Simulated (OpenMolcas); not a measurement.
**Re⁶⁺ among point charges: CASSCF and CASPT2 levels and susceptibility**

Aim: the splitting of the states of Re⁶⁺ in the field of 4 point charges, its lowest levels with spin-orbit coupling and its magnetic susceptibility.

Method: state-averaged CASSCF and CASPT2, spin-orbit coupling by RASSI with atomic mean-field integrals. Code: OpenMolcas 26.06.

## (1) The atom as given

```
Species                           : Re⁶⁺ (rhenium, Z = 75, 69 electrons)
Basis                             : ANO-RCC-VDZP [7s6p4d2f1g], 68 functions
Scalar Hamiltonian                : DKH2, point nucleus
Inactive shells                   : 1s 2s 2p 3s 3p 3d 4s 4p 4d 4f 5s 5p
Active space                      : 1 electron in 5 orbitals (5d)
Some configurations of this space : 5d
Orbitals                          : optimised for each spin and parity, averaged over all roots
```

Outer shells as boxes (Hund's rule):

5d
```
5d [↑ ][  ][  ][  ][  ]
```

The ion sits among 4 point charges of -1.5 e arranged as a square (D4h), 2.1 Å from the ion.

The work runs as a chain of OpenMolcas steps in one folder; each step below is one input file. Labels, J, g values, rates, χT and fits are worked out afterwards by a script from the matrices that RASSI stores. The input lists half of the charges; inversion (Group=XYZ) makes the rest.

## (2) Basis and integrals

a.inp

```
&GATEWAY
Coord
1

Re 0.0 0.0 0.0
Basis=ANO-RCC-VDZP
Group=XYZ
NoMove
AngMom=0.0 0.0 0.0
AMFI
XField
2 Angstrom 0
2.100000 0.000000 0.000000 -1.500000
0.000000 2.100000 0.000000 -1.500000
&SEWARD
```

Launch:

```
> OMP_NUM_THREADS=1 MOLCAS_MEM=1689 MOLCAS_PROJECT=a pymolcas a.inp > a.log
```

Output:

```text
Basis set label: RE.ANO-RCC...7S6P4D2F1G.

      Electronic valence basis set:
      ------------------
      Associated Effective Charge  75.000000 au
      Associated Actual Charge     75.000000 au
      Nuclear Model: Point charge

      Shell  nPrim  nBasis  Cartesian Spherical Contaminant
         s      24       7        X
         p      21       6        X
         d      15       4                 X
         f      11       2                 X
         g       4       1                 X
                  Relativistic Douglas-Kroll-Hess integrals:
                    - DKH order of Hamiltonian: 2
                    - DKH order of Properties : 0
                  Atomic mean-field integrals
```

## (3) CASSCF: doublets of even parity, 5 roots

a.inp

```
&RASSCF
FileOrb=start.orb
Symmetry=1
Spin=2
nActEl=1 0 0
Inactive=15 19
Ras2=5 0
CIRoot=5 5 1
SDav=5
CIMx=300
Iter=120 100
PrWF=0.3
OrbListing=Nothing
MaxOrb=0
>>> COPY $Project.JobIph JOB001
```

start.orb holds the contracted functions of the basis, ordered by shell, or the orbitals of the step before.

Output, cut to the lines that bear on the results:

```text
[...]
      Number of active orbitals                  5
[...]
      Spin quantum number                      0.5
[...]
      Active orbitals                            5   0
[...]
      Number of CSFs                             5
      Number of root(s) required                 5
[...]
      Convergence after  9 iterations
[...]
      Natural orbitals and occupation numbers for root  1
      sym 1:  -0.000000   0.000000   1.000000  -0.000000   0.000000
      Natural orbitals and occupation numbers for root  2
      sym 1:  -0.000000   1.000000  -0.000000   0.000000   0.000000
      Natural orbitals and occupation numbers for root  3
      sym 1:  -0.000000  -0.000000  -0.000000   1.000000   0.000000
::    RASSCF root number  1 Total energy: -16678.06276118
::    RASSCF root number  2 Total energy: -16678.05099710
::    RASSCF root number  3 Total energy: -16678.05099710
::    RASSCF root number  4 Total energy: -16678.00888379
::    RASSCF root number  5 Total energy: -16677.98406047
```

## (4) RASSI: spin-orbit coupling between the states

a.inp

```
&RASSI
NrOfJobIphs=1 5
1 2 3 4 5
IphNames
JOB001
EJob
SpinOrbit
DIPRint=1.0
SOCoupling=1000.0
Subsets=2
Property=9
'ANGMOM' 1 'ANGMOM' 2 'ANGMOM' 3 'MLTPL  1' 1 'MLTPL  1' 2 'MLTPL  1' 3
'AMFI' 1 'AMFI' 2 'AMFI' 3
SOProperty=3
'ANGMOM' 1 'ANGMOM' 2 'ANGMOM' 3
```

Output, cut to the lines that bear on the results:

```text
SPIN-FREE ENERGIES:
  (Shifted by EMIN (a.u.) =     -16678.0627611835)
 SF State       Relative EMIN(au)   Rel lowest level(eV)    D:o, cm**(-1)      L_eff
     1             0.0000000000        0.0000000000              0.0000         2.0
     2             0.0117640793        0.3201169069           2581.9170         2.0
     3             0.0117640793        0.3201169069           2581.9170         2.0
     4             0.0538773974        1.4660786711          11824.7219         2.0
     5             0.0787007089        2.1415553866          17272.8091         2.0
     Dipole printing threshold changed to   1.00000000E+00
Eigenvalues of complex Hamiltonian:
   -----------------------------------
  (Shifted by EMIN (a.u.) =     -16678.0627611835)
 SO State       Relative EMIN(au)   Rel lowest level(eV)    D:o, cm**(-1)     J-value
     1            -0.0263463626        0.0000000000              0.0000         1.4
     2            -0.0263463626        0.0000000000              0.0000         1.4
     3             0.0078011384        0.9292008370           7494.5102         1.2
     4             0.0078011384        0.9292008370           7494.5102         1.2
     5             0.0270969185        1.4542657620          11729.4444         2.4
     6             0.0270969185        1.4542657620          11729.4444         2.4
     7             0.0546499615        2.2040222589          17776.6384         1.8
     8             0.0546499615        2.2040222589          17776.6384         1.8
     9             0.0929046092        3.2449842522          26172.5631         1.2
    10             0.0929046092        3.2449842522          26172.5631         1.2
Weights of the five most important spin-orbit-free states for each spin-orbit state.
[...]
```

These steps: 1.9 s of run time, 1 thread of Arm Neoverse V1, shared host.

States without spin-orbit coupling:

| state | degeneracy | E (cm-1) | free-ion L (%) |
| --- | --- | --- | --- |
| 2A1 | 1 | 0 | D (100) |
| 2E | 2 | 2582 | D (100) |
| 2B2 | 1 | 11825 | D (100) |
| 2B1 | 1 | 17273 | D (100) |

With spin-orbit coupling:

| E (cm-1) | Degeneracy | Label | 2S+1 | g |
| --- | --- | --- | --- | --- |
| 0.0 | 2 | E1/2 | 2 | 1.01 1.42 1.42 |
| 7495 | 2 | E3/2 | 2 | 0.09 0.09 3.32 |
| 11729 | 2 | E1/2 | 2 | 0.99 3.42 3.42 |
| 17777 | 2 | E3/2 | 2 | 1.52 1.52 1.96 |
| 26173 | 2 | E3/2 | 2 | 1.43 1.43 5.28 |

Principal g values are given for doublets only; a zero marks a field direction without first-order Zeeman splitting.

Powder χT (cm³ K/mol): 0.16 at 2 K, 0.16 at 5 K, 0.16 at 10 K, 0.16 at 20 K, 0.16 at 50 K, 0.16 at 100 K, 0.16 at 150 K, 0.16 at 200 K, 0.17 at 250 K, 0.17 at 300 K.

## (5) CASPT2: IPEA 0.25, imaginary shift 0.1 (closed shells correlated: 5s 5p)

a.inp

```
>>> COPY JOB001 $Project.JobIph
&CASPT2
Multistate=5 1 2 3 4 5
NoMult
Frozen=14 16
IPEA=0.25
Imaginary=0.1
MaxIter=60
WThr=0.0 0.3 0.05
PrWF=0.5
NoMix
```

Output:

```text
Orbital specifications:
      -----------------------

      Symmetry species                           1   2
                                                ag  au
      Frozen orbitals                           14  16
      Inactive orbitals                          1   3
      Active orbitals                            5   0
      Secondary orbitals                        16  13
      Deleted orbitals                           0   0
      Number of basis functions                 36  32
Type of calculation                        SS-CASPT2
      Fock operator                              state-specific
      IPEA shift                                 0.25
      Real shift                                 0.00
      Imaginary shift                            0.10
      The input orbitals will be transformed to quasi-canonical
Reference energy:      -16678.0627611835
      E2 (Non-variational):      -0.1472994452
      Shift correction:          -0.0000432286
      E2 (Variational):          -0.1473426738
      Total energy:          -16678.2101038573
      Residual norm:              0.0000000581
      Reference weight:           0.97646
      Contributions to the CASPT2 correlation energy
      Active & Virtual Only:          0.0000000000
      One Inactive Excited:          -0.0292024931
      Two Inactive Excited:          -0.1180969521
Reference energy:      -16678.0509971041
      E2 (Non-variational):      -0.1474111285
      Shift correction:          -0.0000433630
      E2 (Variational):          -0.1474544915
      Total energy:          -16678.1984515956
      Residual norm:              0.0000000605
      Reference weight:           0.97641
      Contributions to the CASPT2 correlation energy
      Active & Virtual Only:          0.0000000000
      One Inactive Excited:          -0.0295793357
      Two Inactive Excited:          -0.1178317928
::    CASPT2 Root  1     Total energy: -16678.21010386
::    CASPT2 Root  2     Total energy: -16678.19845160
::    CASPT2 Root  3     Total energy: -16678.19844958
::    CASPT2 Root  4     Total energy: -16678.15616994
::    CASPT2 Root  5     Total energy: -16678.13128291
```

This run took 0.77 s in all on 1 thread of Arm Neoverse V1, shared host.

SS-CASPT2: lowest energy less the reference's lowest, -0.1473 hartree; reference weights 0.976.

Spin-free states, with their symmetry labels:

| state | degeneracy | E (cm-1) | free-ion L (%) |
| --- | --- | --- | --- |
| 2A1 | 1 | 0 | D (100) |
| 2E | 2 | 2558 | D (100) |
| 2B2 | 1 | 11837 | D (100) |
| 2B1 | 1 | 17299 | D (100) |

With spin-orbit coupling:

```tsv
E (cm-1)	Degeneracy	Label	2S+1	g
0	2	E1/2	2	1.01 1.42 1.42
7500	2	E3/2	2	0.09 0.09 3.32
11730	2	E1/2	2	0.99 3.42 3.42
17790	2	E3/2	2	1.52 1.52 1.95
26210	2	E3/2	2	1.43 1.43 5.28
```

Powder χT (cm³ K/mol): 0.16 at 2 K, 0.16 at 5 K, 0.16 at 10 K, 0.16 at 20 K, 0.16 at 50 K, 0.16 at 100 K, 0.16 at 150 K, 0.16 at 200 K, 0.17 at 250 K, 0.17 at 300 K.

## (6) The methods side by side

A. CASSCF
B. SS-CASPT2, IPEA 0.25, imaginary shift 0.1 (closed shells correlated: 5s 5p)

| method | ground state | first state of that spin (cm-1) | first gap with spin-orbit (cm-1) | χT at 300 K |
| --- | --- | --- | --- | --- |
| A | 2A1 | 2E 2582 | 7494.5 | 0.17 |
| B | 2A1 | 2E 2558 | 7495.2 | 0.17 |

## (7) Summary of results

```
                                            quantity                                                                        value
                                              method  SS-CASPT2, IPEA 0.25, imaginary shift 0.1 (closed shells correlated: 5s 5p)
                              spin-free ground state                                              2A1, 1-fold in its orbital part
first state of the same spin within the active space                                                              2E at 2560 cm⁻¹
                                        lowest level                                            2-fold E1/2, g = 1.01, 1.42, 1.42
                                          next level                                                                  7495.2 cm⁻¹
                                         χT at 300 K                                                               0.17 cm³ K/mol
                           effective moment at 300 K                                                                      1.16 μB
```

Cost by method:

| method | time of its own steps | time with the reference |
| --- | --- | --- |
| A. CASSCF | 1.9 s | 1.9 s |
| B. SS-CASPT2, IPEA 0.25, imaginary shift 0.1, +5s 5p | 0.77 s | 2.6 s |

Times are of one thread on a shared host.

The spin-free ground state (2A1) comes to 100 % from free-ion D terms and keeps the highest spin of the shell. χT at 300 K is 0.17, against 0.38 cm³ K/mol for the spin alone, so orbital moment lowers it. The field of point charges can differ much from that of real complexes. This is an electrostatic model: the charges have no orbitals.
